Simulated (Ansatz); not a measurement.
# Au: the cost of one run

Program: Ansatz 0.2.0. Level of theory: DFT r2SCAN, scalar-relativistic, plane waves, PAW. These are calculated values, not measurements.

The COD cell was measured well above room temperature, so it is larger than a cold one.

2 further runs of the same task are left out: 1 that didn't finish, 1 set aside as unsound or not needed.

**1. The system as given**

The structure is cubic, space group Fm-3m (No. 225). The conventional cell has a = 4.091 Å, b = 4.091 Å, c = 4.091 Å, α = 90.00°, β = 90.00°, γ = 90.00°. Around Au (site symmetry m-3m) lie 12 Au at 2.89 Å.

As a file:

```
CELL_PARAMETERS angstrom
0.00000 2.04550 2.04550
2.04550 0.00000 2.04550
2.04550 2.04550 0.00000
ATOMIC_POSITIONS crystal
Au 0.00000 0.00000 0.00000
```

The structure comes from the Crystallography Open Database.

(A quick probe on a coarse mesh, which set the mesh and smearing, is not shown.)

**3. Full relaxation**

Input file input.yaml:

```yaml
crystal:
  lattice:
    - [0.0, 2.0455, 2.0455]
    - [2.0455, 0.0, 2.0455]
    - [2.0455, 2.0455, 0.0]
  atoms:
    - { symbol: Au, position: [0.0, 0.0, 0.0] }
basis:
  ecutwfc: 500
kpoints:
  mp_grid: { grid: [18, 18, 18] }
hamiltonian:
  xc: r2scan
scf:
  occupations: { method: gaussian, width: 0.1 }
output:
  forces: true
  stress: true
  eigenvalues: true
relax:
  adjacent_minimum: "off"
  f_tol: 0.005
  max_steps: 80
  cell: { stress_tol: 0.05 }
```

Started as:

```bash
$ ansatz run input.yaml --threads 2 --pin off --max-ram 6144MiB --backend cpu --events-out ev --progress --plain --runs-dir out
```

Q: Estimate wall time and peak memory on 2 threads of an Arm CPU, shared host.

About 17 s, with a peak of 0.4 GiB.
